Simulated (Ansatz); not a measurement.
**[GeH3]− (SMILES [GeH3-]): levels of theory compared**

We compute a comparison of 6 runs (HF/STO-3G, HSE06/STO-3G, r2SCAN/STO-3G, wB97X/STO-3G, UMP2/STO-3G, BCCD(T)/STO-3G) of [GeH3]−. 

The results are computed with Ansatz 0.2.0.

3 further runs of the same task are left out: 2 that didn't finish, 1 set aside as unsound or not needed.

## (1) Starting point

[GeH3]−: 4 atoms, total charge -1, spin state singlet. As SMILES, `[GeH3-]`. The H4–Ge1 distance was set to 4.394 Å, away from the relaxed value. At this shape a bond of the SMILES string is far longer than usual.

Bond lengths: Ge1–H2 1.750 Å, Ge1–H3 1.752 Å. Angles: H2–Ge1–H3 89.2°.

## (2) A single-point energy at HF/STO-3G (run 1)

The input, input.yaml:

```yaml
crystal:
  periodic: [false, false, false]
  atoms:
    - {symbol: Ge, position_ang: [1.866942, -2.504278, -0.381031]}
    - {symbol: H, position_ang: [2.333062, -2.075028, 1.250279]}
    - {symbol: H, position_ang: [0.457162, -3.319908, 0.263289]}
    - {symbol: H, position_ang: [-0.463100, 1.211260, -0.649430]}
basis:
  gaussian:
    orbitals: STO-3G
total_charge: -1
hamiltonian:
  xc: hf
accuracy: high
```

On the command line:

```
$ ansatz run input.yaml --threads 1 --pin off --max-ram 2610MiB --events-out events.jsonl --progress --plain --runs-dir runs
```

Log:

```text
Warning: RAYON_NUM_THREADS=1 ignored (pool sized by the plan → 1); use --threads N
Functional definition: HF
  name "HF"
  exchange = exact_x
  correlation = 0
247 factors; integrals over basis functions are off by at most 1.2e-8 eV
mean field evaluation 1: about -55863.1944 eV, gradient 8.5e0 eV
mean field evaluation 2: about -55863.2041 eV, gradient 8.4e0 eV
mean field evaluation 4: about -55863.5974 eV, gradient 4.3e0 eV
mean field evaluation 8: about -55846.0289 eV, gradient 2.2e1 eV
mean field evaluation 16: about -55864.3010 eV, gradient 4.9e-5 eV
mean field -55864.30101553 eV, -2052.9751961375 hartree, gradient 7.1e-8 eV, S^2 0.000000; 0 other end points of the search recorded, 0 dependent functions left out
reference -55864.30101553 eV, -2052.9751961375 hartree; 18, 18 occupied and 3, 3 virtual orbitals, 247 factors
Total energy: -55864.30101553 eV, -2052.9751961375 hartree
```

It took 0.1 s on 1 thread of Intel Xeon Platinum 8559C (Emerald Rapids), shared host.

## (3) A single-point energy at HSE06/STO-3G (run 2)

The input, molecule.yaml:

```yaml
crystal:
  periodic: [false, false, false]
  atoms:
    - {symbol: Ge, position_ang: [1.866942, -2.504278, -0.381031]}
    - {symbol: H, position_ang: [2.333062, -2.075028, 1.250279]}
    - {symbol: H, position_ang: [0.457162, -3.319908, 0.263289]}
    - {symbol: H, position_ang: [-0.463100, 1.211260, -0.649430]}
basis:
  gaussian: {orbitals: STO-3G}
total_charge: -1
hamiltonian: {xc: {name: HSE06}}
accuracy: high
```

On the command line:

```
$ ansatz run molecule.yaml --threads 1 --pin off --max-ram 2610MiB --events-out events.jsonl --progress --plain --runs-dir runs
```

Log:

```text
Warning: RAYON_NUM_THREADS=1 ignored (pool sized by the plan → 1); use --threads N
Functional definition: HSE06
  name "HSE06"
  parameter a = 0.25
  parameter omega = 0.11/bohr
  exchange = pbe_x - a*pbe_x_sr(omega) + a*exact_x_sr(omega)
  correlation = pbe_c
247 factors; integrals over basis functions are off by at most 1.2e-8 eV
48 factors; integrals over basis functions are off by at most 8.5e-10 eV
mean field evaluation 1: about -55838.0491 eV, gradient 9.1e1 eV
mean field evaluation 2: about -55856.6228 eV, gradient 5.8e1 eV
mean field evaluation 4: about -55876.9489 eV, gradient 1.6e1 eV
mean field evaluation 8: about -55893.5068 eV, gradient 1.2e1 eV
mean field evaluation 16: about -55897.3284 eV, gradient 2.8e-4 eV
mean field evaluation 32: about -55897.2017 eV, gradient 3.7e0 eV
mean field -55897.32841798 eV, -2054.1889307909 hartree, gradient 1.6e-8 eV, S^2 0.000000; 6 other end points of the search recorded, 0 dependent functions left out
reference -55897.32842010 eV, -2054.1889308688 hartree; 18, 18 occupied and 3, 3 virtual orbitals, 247 factors
Total energy: -55897.32842010 eV, -2054.1889308688 hartree
```

It took 1 s on 1 thread of Intel Xeon Platinum 8559C (Emerald Rapids), shared host.

## (4) A single-point energy at r2SCAN/STO-3G (run 3)

The input, run.yaml:

```yaml
crystal:
  periodic: [false, false, false]
  atoms:
    - {symbol: Ge, position_ang: [1.866942, -2.504278, -0.381031]}
    - {symbol: H, position_ang: [2.333062, -2.075028, 1.250279]}
    - {symbol: H, position_ang: [0.457162, -3.319908, 0.263289]}
    - {symbol: H, position_ang: [-0.463100, 1.211260, -0.649430]}
basis:
  gaussian: {orbitals: STO-3G}
total_charge: -1
hamiltonian: {xc: r2scan}
accuracy: high
```

On the command line:

```
$ ansatz run run.yaml --threads 1 --pin off --max-ram 2610MiB --events-out events.jsonl --progress --plain --runs-dir runs
```

Log:

```text
Warning: RAYON_NUM_THREADS=1 ignored (pool sized by the plan → 1); use --threads N
Functional definition: r2SCAN
  name "r2SCAN"
  parameter k0 = 0.174
  parameter k1 = 0.065
  parameter a1 = 4.9479
  exchange = r2scan_x(k0 = k0, k1 = k1, a1 = a1)
  correlation = r2scan_c
247 factors; integrals over basis functions are off by at most 1.2e-8 eV
mean field evaluation 1: about -55735.0824 eV, gradient 2.2e2 eV
mean field evaluation 2: about -55846.3807 eV, gradient 5.8e1 eV
mean field evaluation 4: about -55843.4175 eV, gradient 7.2e1 eV
mean field evaluation 8: about -55901.6914 eV, gradient 8.5e0 eV
mean field evaluation 16: about -55902.9664 eV, gradient 2.6e1 eV
mean field evaluation 32: about -55905.7603 eV, gradient 5.7e-7 eV
mean field evaluation 64: about -55905.7452 eV, gradient 4.4e-1 eV
mean field -55905.76031099 eV, -2054.4987971435 hartree, gradient 3.0e-8 eV, S^2 0.000000; 6 other end points of the search recorded, 0 dependent functions left out
reference -55905.76031148 eV, -2054.4987971614 hartree; 18, 18 occupied and 3, 3 virtual orbitals, 247 factors
Total energy: -55905.76031148 eV, -2054.4987971614 hartree
```

It took 3.3 s on 1 thread of Intel Xeon Platinum 8559C (Emerald Rapids), shared host; peak memory 0.14 GiB.

Runs 4 to 5 aren't shown in full; the table further down has their settings and results.

## (5) A single-point energy at BCCD(T)/STO-3G (run 6)

Edit run.yaml of step 4 so:

```diff
@@ -1 +1,4 @@
+basis:
+  gaussian:
+    orbitals: STO-3G
 crystal:
@@ -7,6 +10,8 @@
     - {symbol: H, position_ang: [-0.463100, 1.211260, -0.649430]}
-basis:
-  gaussian: {orbitals: STO-3G}
 total_charge: -1
-hamiltonian: {xc: r2scan}
+correlation:
+  method: bccd_t
+  frozen_orbitals: {Ge: 9, H: 0}
 accuracy: high
+scf:
+  omitted_lower_state_checks: [cluster_reference, increment]
```

On the command line:

```
$ ansatz run run.yaml --threads 1 --pin off --max-ram 2610MiB --events-out events.jsonl --progress --plain --runs-dir runs
```

Log:

```text
Warning: RAYON_NUM_THREADS=1 ignored (pool sized by the plan → 1); use --threads N
[... 12 lines left out ...]
9 core orbitals not correlated: weight in the atoms' cores, before any rotation towards them, 1.000 or more for the frozen orbitals, at most 0.000 for the correlated occupied ones
[... 37 lines left out ...]
WARN: these amplitudes may be one of several solutions (largest doubles amplitude 0.94, level shift 6.35 eV)
Total energy: -55868.91640512 eV, -2053.1448085764 hartree
Checks for a lower state left out: cluster_reference, increment
```

Wall time 0.16 s (1 thread of Intel Xeon Platinum 8559C (Emerald Rapids), shared host).

## (6) Overview of the runs

| run | level | frozen core orbitals | energy (Eh) | wall time |
| --- | --- | --- | --- | --- |
| 1 | HF/STO-3G | – | -2052.975196 | 0.1 s |
| 2 | HSE06/STO-3G | – | -2054.188931 | 1 s |
| 3 | r2SCAN/STO-3G | – | -2054.498797 | 3.3 s |
| 4 | wB97X/STO-3G | – | -2054.423986 | 3.6 s |
| 5 | UMP2/STO-3G | 9 | -2053.126919 | 0.18 s |
| 6 | BCCD(T)/STO-3G | 9 | -2053.144809 | 0.16 s |

## (7) What came out

| quantity | value |
| --- | --- |
| run 6: total energy | -2053.14481 Eh |
| run 6: correlation energy (9 core orbitals frozen) | -169.6 mEh |
| run 6: (T) correction | -0.60 mEh |

**Reading.** Below the HF energy at the same shape and in the same basis (STO-3G): UMP2 -151.7 mEh; BCCD(T) -169.6 mEh. Some of these start from another determinant than that one, so these aren't their correlation energies. Totals of different functionals can't be ranked against each other. In run 6 the log says that unrestricted orbitals would lower the reference, so the values rest on an unstable closed-shell determinant (other closed-shell runs at this shape may share the fault). In runs 1, 2, 3, 4, 5, 6 the basis is minimal, so the values are rough. Spin contamination of the reference: run 5 ⟨S²⟩ = 1.01. Where it is this large, the reference is a mixture of spin states, and values that rest on it are in doubt. All runs together took 8.4 s, the longest 3.6 s.
